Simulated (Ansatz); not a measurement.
# GaH3S3: the cost of one run

Program: the Python package of Ansatz 0.2.0. Level of theory: PBE0/def2-SVP. These are calculated values, not measurements.

## (1) The system

Bond lengths: S1–Ga2 2.379 Å, Ga2–S3 1.731 Å, Ga2–S4 1.882 Å, S1–H5 1.397 Å, S3–H6 1.391 Å, S4–H7 1.421 Å. Angles: S1–Ga2–S3 108.9°, S1–Ga2–S4 101.4°, S3–Ga2–S4 145.6°, Ga2–S1–H5 75.9°, Ga2–S3–H6 71.4°, Ga2–S4–H7 71.1°.

No structure file is read: the coordinates are typed or built in the script.

## (2) Script

run_torsion.py

```python
'''Energy of GaH3S3 as one group turns about a bond.'''

import ansatz as az
from ase import Atoms


def main() -> None:
    atoms = Atoms(['S', 'Ga', 'S', 'S', 'H', 'H', 'H'], positions=[
        (0.4419, 1.6644, -1.1232),
        (-0.0765, 0.0677, 0.5621),
        (-1.7476, 0.224, 0.9859),
        (1.6419, -0.4054, 1.1672),
        (0.1946, 0.4874, -1.8343),
        (-1.6246, -0.7711, 0.022),
        (1.2316, -1.3351, 0.1746),
    ])

    # relax first, so that the scan starts from a minimum
    first = az.Crystal.molecule_from_ase(atoms).calculation()
    first = first.basis(gaussian='def2-SVP').functional('pbe0')
    first = first.relax(force_tolerance=0.02, max_steps=80)
    atoms.positions = first.run(threads=1).report['positions_ang']

    start = atoms.get_dihedral(2, 1, 0, 4)
    energies = {}
    for turn in range(0, 360, 30):
        turned = atoms.copy()
        turned.set_dihedral(2, 1, 0, 4, start + turn, indices=[0, 4])
        job = (
            az.Crystal.molecule_from_ase(turned).calculation()
            .basis(gaussian='def2-SVP')
            .functional('pbe0')
        )
        energies[round((start + turn) % 360)] = job.run(threads=1).report['free_energy_ev']
    floor = min(energies.values())
    print('dihedral S2-Ga1-S0-H4 (deg)   E - E(min) (kcal/mol)')
    for angle, e in sorted(energies.items()):
        print(f'{angle:8d} {23.060548 * (e - floor):14.3f}  ' + '#' * int(30 * (e - floor) / max(max(energies.values()) - floor, 1e-9)))


if __name__ == '__main__':
    main()
```

## (3) Running it

Run with:

```bash
python run_torsion.py
```

What time and memory should one allow on 1 thread of Arm Neoverse V2, shared host?

About 2.6 min, with a peak of 0.32 GiB.
